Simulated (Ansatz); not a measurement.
# ZrBr₃F: up Jacob's ladder to CCSD(T)

One table from this session's results is given with a row withheld; the runs are named, their logs left out.

Computed with Ansatz 0.2.0, Gaussian basis. Level: functionals in def2-TZVPP, the program's frozen cores in correlated methods.

Plan: LDA (SPW92), PBE-D4, revPBE-D4, BLYP-D4, r2SCAN-D4, B97M-V, PBE0-D4, B3LYP-D4, r2SCANh-D4, r2SCAN0-D4, HSE06-D4, BHLYP-D4, CAM-B3LYP-D4, LC-ωPBE, ωB97X-V, ωB97M-V, B2PLYP, PBE-QIDH; CCSD(T)/def2-SVP; MP2/def2-TZVPP; MP2/def2-QZVPP; RPA on PBE.

## Structure used throughout

The geometry comes from an earlier relaxation with PBE0-D4 in a triple-zeta def2 set; it is a stationary point. Zr takes the def2 core potential; no spin-orbit term is included.

SMILES `[F][Zr]([Br])([Br])[Br]`, 5 atoms, charge 0, spin multiplicity 1.

Atoms are counted from 1 here; the program's logs count them from 0.

Bond lengths: F1–Zr2 1.874 Å, Zr2–Br3 2.475 Å, Zr2–Br4 2.475 Å, Zr2–Br5 2.475 Å. Angles: F1–Zr2–Br3 109.1°, F1–Zr2–Br4 109.1°, F1–Zr2–Br5 109.1°, Br3–Zr2–Br4 109.8°, Br3–Zr2–Br5 109.8°, Br4–Zr2–Br5 109.8°.

As a file:

```xyz
5
charge 0, multiplicity 1
F    -0.57469   -0.19342    1.88098
Zr   -0.02280   -0.02472    0.09769
Br    1.98898   -1.42080   -0.26357
Br   -1.84922   -0.78288   -1.39100
Br    0.50773    2.34822   -0.36541
```

Set-up of the first run:

The input, in.yaml:

```yaml
crystal:
  periodic: [false, false, false]
  atoms:
    - {symbol: F, position_ang: [-0.574694, -0.193423, 1.880981]}
    - {symbol: Zr, position_ang: [-0.022803, -0.024722, 0.097693]}
    - {symbol: Br, position_ang: [1.988981, -1.420800, -0.263568]}
    - {symbol: Br, position_ang: [-1.849218, -0.782879, -1.391001]}
    - {symbol: Br, position_ang: [0.507734, 2.348223, -0.365406]}
basis:
  gaussian: {orbitals: def2-TZVPP}
hamiltonian: {xc: lda}
output: {orbitals: {seedname: orbitals}}
```

On the command line:

```bash
$ ansatz run in.yaml --threads 4 --pin off --events-out ev --progress --plain --max-ram 11315MiB
```

Among the steps run: LDA; PBE-D4 (GGA); revPBE-D4 (GGA); BLYP-D4 (GGA); r2SCAN-D4 (meta-GGA); B97M-V (meta-GGA); B3LYP-D4 (hybrid); r2SCANh-D4 (hybrid); r2SCAN0-D4 (hybrid); HSE06-D4 (hybrid); BHLYP-D4 (hybrid); CAM-B3LYP-D4 (range-separated); LC-ωPBE (range-separated); ωB97X-V (range-separated); ωB97M-V (range-separated); B2PLYP (double hybrid); PBE-QIDH (double hybrid).

One of the session's tables, all rows but one given; the rest of the session is left out.

It belongs to the step «Frontier levels by functional». 

| functional | HOMO (eV) | LUMO (eV) | gap (eV) |
| --- | --- | --- | --- |
| LDA (SPW92) | -7.84 | -3.60 | 4.24 |
| PBE-D4 | -7.66 | -3.37 | 4.29 |
| revPBE-D4 | -7.60 | -3.28 | 4.31 |
| BLYP-D4 | -7.47 | -3.22 | 4.25 |
| r2SCAN-D4 | -8.02 | -3.28 | 4.74 |
| B97M-V | -8.05 | -3.19 | 4.86 |
| PBE0-D4 | -8.91 | -2.65 | 6.26 |
| B3LYP-D4 | -8.63 | -2.82 | 5.81 |
| r2SCANh-D4 | -8.47 | -3.00 | 5.47 |
| r2SCAN0-D4 | ? | ? | ? |
| HSE06-D4 | -8.52 | -3.02 | 5.49 |
| BHLYP-D4 | -9.98 | -1.74 | 8.24 |
| CAM-B3LYP-D4 | -10.16 | -1.60 | 8.56 |
| LC-ωPBE | -11.53 | -0.54 | 10.99 |
| ωB97X-V | -11.17 | -0.59 | 10.57 |
| ωB97M-V | -11.02 | -0.64 | 10.38 |

Q: Estimate the row for r2SCAN0-D4 from the others.

Worked estimate for «HOMO (eV)». Against the share of exact exchange, r2SCAN-D4 (0, -8.02), r2SCANh-D4 (0.1, -8.47) give a slope of -4.50 per unit share; at 0.25 the line stands at -9.14.

As computed: HOMO (eV): -9.15; LUMO (eV): -2.58; gap (eV): 6.56. In «HOMO (eV)» the line misses by +0.01.
